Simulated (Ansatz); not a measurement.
# Cl2FISi: the cost of one run

Program: Ansatz 0.2.0, Gaussian basis. Level of theory: the settings change from run to run. These are calculated values, not measurements.

## Step 1: The molecule

The geometry comes from an earlier relaxation with PBE0-D4 in a triple-zeta def2 set; it is a stationary point. I takes a core potential in def2 sets; no spin-orbit term is included.

5 atoms, charge 0, spin multiplicity 1.

Atoms are counted from 1 here; the program's logs count them from 0.

Bond lengths: F1–Si2 1.579 Å, Si2–Cl3 2.020 Å, Si2–Cl4 2.020 Å, Si2–I5 2.401 Å. Angles: F1–Si2–Cl3 107.9°, F1–Si2–Cl4 107.9°, F1–Si2–I5 108.6°, Cl3–Si2–Cl4 109.9°, Cl3–Si2–I5 111.2°, Cl4–Si2–I5 111.2°.

## Step 2: B97/def2-mTZVP

Set apart from the defaults: a point charge of -1.00 e beside it, high accuracy.

in.yaml reads:

```yaml
crystal:
  periodic: [false, false, false]
  atoms:
    - {symbol: F, position_ang: [0.806183, -0.496719, 1.372799]}
    - {symbol: Si, position_ang: [0.023620, -0.092308, 0.062773]}
    - {symbol: Cl, position_ang: [-1.953203, -0.173406, 0.471703]}
    - {symbol: Cl, position_ang: [0.483991, -1.435968, -1.373983]}
    - {symbol: I, position_ang: [0.689309, 2.124700, -0.574792]}
basis:
  gaussian: {orbitals: def2-mTZVP, point_charges: [{charge: -1.00, position_ang: [3.950, 0.383, -0.145]}]}
hamiltonian: {xc: {name: B97}}
accuracy: high
output: {forces: true}
```

The run is started by

```
$ ansatz run in.yaml --threads 4 --pin off --events-out ev --progress --plain --max-ram 10444MiB
```

What time and memory should one allow on 4 threads of Intel Xeon at 2.80GHz, shared host?

About 14 s, with a peak of 0.76 GiB.
